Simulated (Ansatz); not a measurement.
Geometry optimisation, DFT PBE, scalar-relativistic, plane waves, PAW (Ansatz).

The input (input.yaml):

```yaml
accuracy: low
crystal:
  lattice:
    - [0.0, 5.4307, 5.4307]
    - [5.4307, 0.0, 5.4307]
    - [5.4307, 5.4307, 0.0]
  atoms:
    - { symbol: Si, position: [0.0, 0.0, 0.0] }
    - { symbol: Si, position: [0.125, 0.125, 0.125] }
    - { symbol: Si, position: [0.0, 0.0, 0.5] }
    - { symbol: Si, position: [0.125, 0.125, 0.625] }
    - { symbol: Si, position: [0.0, 0.5, 0.0] }
    - { symbol: Si, position: [0.125, 0.625, 0.125] }
    - { symbol: Si, position: [0.0, 0.5, 0.5] }
    - { symbol: Si, position: [0.125, 0.625, 0.625] }
    - { symbol: Si, position: [0.5, 0.0, 0.0] }
    - { symbol: Si, position: [0.625, 0.125, 0.125] }
    - { symbol: Si, position: [0.5, 0.0, 0.5] }
    - { symbol: Si, position: [0.625, 0.125, 0.625] }
    - { symbol: Si, position: [0.5, 0.5, 0.0] }
    - { symbol: Si, position: [0.625, 0.625, 0.125] }
    - { symbol: Si, position: [0.5, 0.5, 0.5] }
    - { symbol: Si, position: [0.625, 0.625, 0.625] }
    - { symbol: Li, position: [0.558181, 0.3259593, 0.812057] }
total_charge: 1
basis:
  ecutwfc: 420.0
kpoints:
  mp_grid: { grid: [2, 2, 2] }
hamiltonian:
  xc: pbe
scf:
  occupations: { method: fermi_dirac, width: 0.02 }
  lower_state_search: "off"
relax:
  f_tol: 0.08
  max_steps: 25
  adjacent_minimum: "off"
```

Launched with:

```bash
$ ansatz run input.yaml --threads 1 --pin off --max-ram 3072MiB --backend cpu --events-out ev --progress --plain --runs-dir out
```

Problem. Where does it end, and by what steps?

Solution. The forces met the threshold. The force dipped under the threshold on the way, but the program's further checks kept it going. Limits of this set-up: low accuracy level, charged cell in a uniform background, uncorrected. After 8 steps the energy has fallen by 1.018 eV; Li17 moved furthest, 1.03 Å. Joined: Si2–Li17 (3.56 → 2.77 Å), Si5–Li17 (3.50 → 2.41 Å), Si6–Li17 (3.46 → 2.77 Å), Si8–Li17 (3.50 → 2.77 Å).

```csv
step,energy less start (eV),largest force component (eV/Å),accepted
0,0.0000,1.679,yes
1,-0.3581,0.600,yes
2,-0.4402,0.102,yes
3,-0.5153,0.332,yes
4,-0.6486,0.420,yes
5,-0.8029,0.367,yes
6,-0.9301,0.241,yes
7,-1.0175,0.050,yes
8,-1.0175,0.049,yes
```

```xyz
17
Lattice="0.0000 5.4307 5.4307 5.4307 0.0000 5.4307 5.4307 5.4307 0.0000" Properties=species:S:1:pos:R:3
Si -0.033 0.027 0.041
Si 1.315 1.403 1.378
Si 2.691 2.751 0.041
Si 4.058 4.091 1.380
Si 2.685 0.033 2.753
Si 4.060 1.403 4.122
Si 5.397 2.751 2.747
Si 6.746 4.088 4.123
Si -0.067 2.786 2.727
Si 1.333 4.132 4.105
Si 2.709 5.440 2.730
Si 4.017 6.816 4.105
Si 2.711 2.785 5.505
Si 4.017 4.131 6.851
Si 5.364 5.438 5.505
Si 6.764 6.815 6.852
Li 6.722 6.857 4.145
```

Run time: 42 s on 1 thread of Arm Neoverse V2, on a shared host, peak memory 0.55 GiB.
